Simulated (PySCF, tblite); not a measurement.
**C₅H₁₂B₂ClN: geometry, infrared bands and NMR shifts**

What infrared bands and NMR shifts should C₅H₁₂B₂ClN (`NBB(Cl)C1CCCC1`) show?

The runs use tblite 0.8.0 and PySCF 2.14.0, with density-fitted response routines of our own; the level of theory stands in each step. All values are computed, except where a source is named. Atoms count from 0, in the outputs and in this text.

### Step 1. Starting geometry

21 atoms, charge 0, multiplicity 1; geometry from: force field or distance geometry start.

Bonds of the start (Å): N0–B1 1.53, B1–B2 1.65, B2–Cl3 1.86, B2–C4 1.62, C4–C5 1.52, C5–C6 1.52, C6–C7 1.53, C7–C8 1.52, C8–C4 1.51, N0–H9 1.04, N0–H10 1.04, B1–H11 1.19, C4–H12 1.11, C5–H13 1.11, C5–H14 1.11, C6–H15 1.10, C6–H16 1.12, C7–H17 1.11, C7–H18 1.12, C8–H19 1.12, C8–H20 1.11.

### Step 2. Relaxing the molecule with GFN2-xTB

Job settings and geometry (Å):

```
{"job": {"kind": "relax", "xc": "GFN2-xTB", "basis": "xTB"}, "charge": 0, "multiplicity": 1}
N      3.809500     0.318900     0.548100
B      2.293800     0.083200     0.562000
B      1.344800     0.625200    -0.670600
Cl     2.122300     1.523500    -2.096200
C     -0.258200     0.405900    -0.671000
C     -0.676400    -1.058400    -0.644100
C     -2.083200    -1.058000    -0.072300
C     -2.264300     0.274900     0.665600
C     -0.961800     1.042100     0.510100
H      4.191300    -0.098400     1.425100
H      4.185600    -0.228800    -0.252800
H      1.799900    -0.478100     1.493200
H     -0.669400     0.861600    -1.600500
H     -0.642500    -1.509400    -1.660300
H     -0.012300    -1.637700     0.034000
H     -2.828000    -1.145400    -0.881200
H     -2.221500    -1.914900     0.629500
H     -2.505500     0.099300     1.735800
H     -3.105900     0.844200     0.204000
H     -1.153100     2.127700     0.336300
H     -0.374000     0.939500     1.446300
```

Launch:

```sh
$ OMP_NUM_THREADS=1 python probes_run.py task.json out
```

This one command runs all jobs of the session in turn.

**Question.** This job is followed by: GFN2-xTB harmonic vibrations, gas phase; GIAO PBE0/pcSseg-1 NMR shielding, non-relativistic, gas phase. What will the session give for the following? strongest single infrared mode (GFN2-xTB); zero-point energy (GFN2-xTB); ¹³C shifts against TMS (PBE0/pcSseg-1, means over atoms taken as alike); ¹H shifts against TMS (PBE0/pcSseg-1, means over atoms taken as alike); ¹⁵N shifts against NH3 (PBE0/pcSseg-1); ¹¹B shifts against BF3·OEt2 (PBE0/pcSseg-1); ³⁵Cl shifts against HCl (PBE0/pcSseg-1); surface potential, 1st and 99th percentile.

**Answer**, as computed:

```
                                                               quantity                                         value
                              strongest single infrared mode (GFN2-xTB)                          651 cm⁻¹, 190 km/mol
                                           zero-point energy (GFN2-xTB)                                108.5 kcal/mol
¹³C shifts against TMS (PBE0/pcSseg-1, means over atoms taken as alike)                          49.7, 33.2, 27.4 ppm
 ¹H shifts against TMS (PBE0/pcSseg-1, means over atoms taken as alike)  5.58, 4.46, 1.99, 1.78, 1.67, 1.36, 1.27 ppm
                                 ¹⁵N shifts against NH3 (PBE0/pcSseg-1)                                     121.0 ppm
                            ¹¹B shifts against BF3·OEt2 (PBE0/pcSseg-1)                                89.7, 43.3 ppm
                                ³⁵Cl shifts against HCl (PBE0/pcSseg-1)                                       318 ppm
                                  surface potential, 1st and 99th percentile                            -0.69 V and 1.72 V
```

In words: The optimisation took 157 steps and gained 1.274 eV; among the close pairs (by a distance rule), N0–B1 changed most, from 1.534 to 1.383 Å. The lowest mode is slightly imaginary (14i cm⁻¹), a soft motion within the noise of the Hessian, so the minimum is not strictly shown. The strongest single mode, at 651 cm⁻¹, moves mainly H9 and H10. GFN2-xTB is a fitted tight-binding method: band positions and strengths are rough. Its intensities can rank the bands wrongly. At PBE0/pcSseg-1: Shielding is most anisotropic at Cl3 (span 763 ppm, paramagnetic term -517 ppm). By nearest atom (PBE0/pcSseg-1), the HOMO sits on Cl3 30 %; B1, B2 about 18 % each and the LUMO on B2 54 %; Cl3 12 %.
